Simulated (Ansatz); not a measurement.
**CH₇BOSSi: a ladder of functionals and wavefunction methods**

The task here is to estimate one member of a computed series from the others.

Computed with Ansatz 0.2.0, Gaussian basis. Level: functionals in def2-TZVPP, the program's frozen cores in correlated methods.

Levels to be run: PBE-D4, r2SCAN-D4, PBE0-D4, B3LYP-D4, ωB97X-V, ωB97M-V, B2PLYP; CCSD(T)/def2-TZVPP; MP2/def2-QZVPP; extrapolation to the limit.

### The relaxed structure

All runs share one geometry, relaxed beforehand with PBE0-D4 in a triple-zeta def2 set.

SMILES `CS[SiH2]BO`, 12 atoms, charge 0, spin multiplicity 1.

Atoms are counted from 1 here; the program's logs count them from 0.

Bond lengths: C1–S2 1.816 Å, C1–H6 1.090 Å, C1–H7 1.090 Å, C1–H8 1.090 Å, S2–Si3 2.137 Å, Si3–B4 2.033 Å, Si3–H9 1.487 Å, Si3–H10 1.499 Å, B4–O5 1.351 Å, B4–H11 1.200 Å, O5–H12 0.962 Å. Angles: S2–C1–H6 106.8°, S2–C1–H7 111.6°, S2–C1–H8 111.1°, H6–C1–H7 108.6°, H6–C1–H8 108.7°, H7–C1–H8 109.9°, C1–S2–Si3 99.5°, S2–Si3–B4 109.7°, S2–Si3–H9 105.0°, S2–Si3–H10 109.8°, B4–Si3–H9 113.0°, B4–Si3–H10 110.5°, H9–Si3–H10 108.6°, Si3–B4–O5 122.8°, Si3–B4–H11 121.7°, O5–B4–H11 115.5°, B4–O5–H12 114.1°.

The first run:

The input, in.yaml:

```yaml
crystal:
  periodic: [false, false, false]
  atoms:
    - {symbol: C, position_ang: [-1.553180, 0.748450, 0.988106]}
    - {symbol: S, position_ang: [-0.070112, 0.309379, 1.938774]}
    - {symbol: Si, position_ang: [1.326951, 0.101798, 0.334658]}
    - {symbol: B, position_ang: [0.668171, -1.313416, -0.967371]}
    - {symbol: O, position_ang: [0.267601, -1.021314, -2.223966]}
    - {symbol: H, position_ang: [-2.354140, 0.907374, 1.709663]}
    - {symbol: H, position_ang: [-1.848433, -0.054305, 0.311746]}
    - {symbol: H, position_ang: [-1.401294, 1.670914, 0.426738]}
    - {symbol: H, position_ang: [2.612763, -0.262364, 0.987429]}
    - {symbol: H, position_ang: [1.500028, 1.418059, -0.362010]}
    - {symbol: H, position_ang: [0.563360, -2.464944, -0.647396]}
    - {symbol: H, position_ang: [0.365285, -0.094732, -2.462371]}
basis:
  gaussian: {orbitals: def2-TZVPP}
hamiltonian: {xc: pbe, dispersion: d4}
output: {forces: true, orbitals: {seedname: orbitals}}
```

Launch:

```sh
> ansatz run in.yaml --threads 4 --pin off --events-out ev --progress --plain --max-ram 10444MiB
```

Steps of the session up to this table: PBE-D4 (GGA); r2SCAN-D4 (meta-GGA); PBE0-D4 (hybrid); B3LYP-D4 (hybrid); ωB97X-V (range-separated); ωB97M-V (range-separated); B2PLYP (double hybrid); CCSD(T) in def2-TZVPP; MP2 in def2-QZVPP.

One of the session's tables, all rows but one given; the rest of the session is left out.

| method | atomisation energy (eV) |
| --- | --- |
| PBE-D4 | 44.590 |
| r2SCAN-D4 | 44.197 |
| PBE0-D4 | ? |
| B3LYP-D4 | 43.969 |
| ωB97X-V | 44.194 |
| ωB97M-V | 44.180 |
| B2PLYP | 43.446 |
| HF/def2-TZVPP | 32.657 |
| MP2/def2-TZVPP | 43.349 |
| CCSD/def2-TZVPP | 42.212 |
| CCSD(T)/def2-TZVPP | 42.813 |
| MP2/CBS | 44.500 |
| CCSD(T)/CBS | 43.964 |

**Question.** Estimate the row for PBE0-D4.

As computed: atomisation energy (eV): 43.984. In the column «atomisation energy (eV)» it lies between B3LYP-D4 (43.969) and ωB97M-V (44.180).
